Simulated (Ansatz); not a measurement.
**BCl2H3OSi: ladder of methods at one geometry**

Aim: a ladder of methods at one geometry, for BCl2H3OSi, run from a script.

Program: the Python package of Ansatz 0.2.0. The levels of theory stand in the script. These are calculated values, not measurements.

**1. The system**

Bond lengths: Si1–O2 1.767 Å, O2–B3 1.455 Å, B3–Cl4 1.798 Å, B3–Cl5 1.873 Å, Si1–H6 1.507 Å, Si1–H7 1.455 Å, Si1–H8 1.418 Å. Angles: Si1–O2–B3 105.1°, O2–Si1–H6 104.8°, O2–Si1–H7 110.0°, O2–Si1–H8 109.2°, H6–Si1–H7 109.3°, H6–Si1–H8 110.3°, H7–Si1–H8 112.9°, O2–B3–Cl4 123.6°, O2–B3–Cl5 119.6°, Cl4–B3–Cl5 116.5°.

The script holds or builds the structure itself.

**2. The script**

File run_methods.py:

```python
'''BCl2H3OSi at several levels of theory.'''

from pathlib import Path

import ansatz as az
import numpy as np

BASIS_SET = 'def2-SVP'


def main() -> None:
    molecule = (
        az.Crystal.molecule()
        .atom('Si', [-0.2468, -0.1936, 1.139])
        .atom('O', [-0.6817, 0.817, -0.2441])
        .atom('B', [0.1405, 0.3322, -1.342])
        .atom('Cl', [-0.3992, -0.9208, -2.5125])
        .atom('Cl', [1.7931, 1.1425, -1.6881])
        .atom('H', [-1.1162, 0.3008, 2.266])
        .atom('H', [1.1516, 0.0118, 1.4852])
        .atom('H', [-0.549, -1.547, 0.8406])
    )

    job = molecule.calculation().basis(gaussian=BASIS_SET)

    print('functional    E (Ha)        dipole (D)   HOMO (eV)  LUMO (eV)')
    for name in ['hf', 'r2scan', 'lda', 'r2scan0', 'blyp', 'b3lyp']:
        r = job.functional(name).forces().orbitals().run(threads=1, pin='off', runs_dir='runs').report
        lines = Path(r['orbitals_path']).read_text().splitlines()
        field_of = lambda key: [line.split('=')[1].strip() for line in lines if line.startswith(key)]
        orbitals = [(27.211386 * float(e), s, float(n)) for e, s, n in zip(field_of('Ene='), field_of('Spin='), field_of('Occup='))]
        homo = max(e for e, _, n in orbitals if n > 0.5)
        lumo = min(e for e, _, n in orbitals if n < 0.5)
        dipole = 4.803205 * np.linalg.norm(r['charge_distribution']['dipole_moment_e_ang'])
        print(f'{name:10s} {r["free_energy_ev"] / 27.211386246:14.6f} {dipole:9.3f} {homo:11.3f} {lumo:10.3f}')


if __name__ == '__main__':
    main()
```

**3. Launch**

On the command line:

```
$ python run_methods.py
```

What it wrote:

```text
functional    E (Ha)        dipole (D)   HOMO (eV)  LUMO (eV)
hf           -1308.908783     2.187     -12.321      2.235
r2scan       -1311.316033     1.900      -7.746     -2.204
lda          -1306.475834     1.807      -7.368     -2.634
r2scan0      -1311.291472     2.004      -9.126     -1.408
blyp         -1311.407559     1.723      -7.028     -2.147
b3lyp        -1311.501976     1.870      -8.446     -1.634
```

Wall time 26 s (1 thread of Arm Neoverse V2, shared host); peak memory 0.29 GiB.

Lines on the test bed's own set-up are left out of the output.

**4. The runs side by side**

One row for each of the 6 runs:

| run | functional | energy (eV) | SCF cycles | CPU time (s) |
| --- | --- | --- | --- | --- |
| 1 | hf | -35617.2224 | 11 | 1.5 |
| 2 | r2scan | -35682.7271 | 16 | 6.9 |
| 3 | lda | -35551.0185 | 17 | 1.9 |
| 4 | r2scan0 | -35682.0587 | 16 | 8.3 |
| 5 | blyp | -35685.2176 | 18 | 3.2 |
| 6 | b3lyp | -35687.7868 | 16 | 4.1 |

Totals hang on method, basis and potentials, so only like runs compare.

The fields below are those of run 1.

**5. Orbitals and fields**

Orbitals, density, ELF and potential are computed afterwards from the orbital file.

Frontier orbitals at Hartree-Fock/def2-SVP, with the share of their density that lies nearest to each atom:

| orbital | energy (eV) | lies on |
| --- | --- | --- |
| HOMO-1 | -12.66 | Cl5 66 %; Cl4 25 % |
| HOMO | -12.32 | Cl5 64 %; Cl4 32 % |
| LUMO | 2.23 | B3 49 %; Cl4, Cl5 about 9 % each; O2 10 % |

ELF in a plane through or near 3 of the atoms.

Ten even steps from ' ' (0.00) to '@' (0.97):
```
                                                        
                                                        
          ....::----::..                                
        ..--==**####**==        ....                    
      ::==**##%%%%@@%%##..    ::****--                  
      ==**%%%%----%%%%##::    ++@@@@##::                
    ..++##@@%%**++==%%**    ..**@@@@##::                
      ++##%%%%==--####==    ..++@@@@##::......          
      ::==**####%%@@##--....::--....::==**##**==..      
            ..--==--  ..====--..**##..**@@@@@@##--      
          ....--++--....====--..##%%::**@@@@@@##--      
      --++**####%%@@**--::..::--..  ::++**####==..      
    ..++##@@%%--::####==    ..++@@@@**::::::::          
    ..++##@@##==**--%%++    ..**@@@@##::                
      ==**%%%%::--%%%%##..    ==@@@@**..                
      ::--**##%%@@@@%%**..    ..++++::                  
        ..--==****##**==                                
            ..::----::                                  
                                                        
                                                        
```
The map spans 10.1 Å across and 8.4 Å up, centred on the molecule. Atoms in the plane (x, y in Å): Si1 (1.2, 0.0), Cl4 (-2.2, -1.5), Cl5 (-2.2, 1.6).

On the surface of density 0.002 e/bohr³ the electrostatic potential runs, from the 1st to the 99th percentile, from -1.05 V near O2 to 2.29 V near B3.

**6. Summary of results**

| quantity | value |
| --- | --- |
| runs compared | 6 |
| HOMO-LUMO gap of the mean field (Hartree-Fock/def2-SVP) | 14.56 eV |

What this shows: In CPU time, run 4 (r2scan0) cost about 5.5 times as much as run 1 (hf). What to keep in mind:
- The geometry is a force-field or estimated start, not a minimum of this method, and the basis set is short of its limit. A lower total doesn't mark the better method: functionals have no common bound, and MP2 and coupled cluster aren't variational.
- b3lyp holds the VWN-RPA fit, as in Gaussian; the form of ORCA and Turbomole is b3lyp5.
- Levels such as HOMO and LUMO are orbital energies: with these approximate functionals they aren't the ionisation energy and electron affinity, and their gap isn't the fundamental gap.
